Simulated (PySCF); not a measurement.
# Cl4H6HfP2 (cis-Hf(PH3)2Cl4): the cost of one run

Computed with PySCF 2.14.0 and routines of our own; the level stands in each step. Atoms count from 0.

## (1) The system as given

13 atoms, charge 0, multiplicity 1; geometry from: GFN2-xTB.

## (2) Relaxing the molecule at PBE0-D3(BJ)/def2-SVP

Job settings and geometry (Å):

```
{"job": {"xc": "PBE0", "basis": "def2-SVP", "d3": "d3bj", "grid": 1, "maxiter": 30, "shake": 0.03, "kind": "geom"}, "charge": 0, "multiplicity": 1}
Hf    -0.526460    -0.237570    -0.967690
P     -1.431610    -0.446870     1.669140
H     -2.791250    -0.013690     1.681580
H     -0.911340     0.410550     2.690540
H     -1.641860    -1.547630     2.469120
Cl     0.335370     0.399060    -3.032230
P      2.126050     0.427020    -0.461520
H      3.059710     0.534340     0.563780
H      2.461420     1.658560    -0.965370
H      2.918750    -0.333800    -1.237130
Cl    -2.813210    -0.613080    -1.443800
Cl    -0.875860     2.019800    -0.118090
Cl     0.120920    -2.308810    -0.826120
```

The run is started by

```sh
OMP_NUM_THREADS=1 python heavy_run.py task.json out
```

The driver reads the jobs from task.json and runs them one after another.

**Question.** How long does this first job take on 1 thread of Arm Neoverse V1, shared host, and how much memory does it need?

About 9.1 min, with a peak of 0.77 GiB.
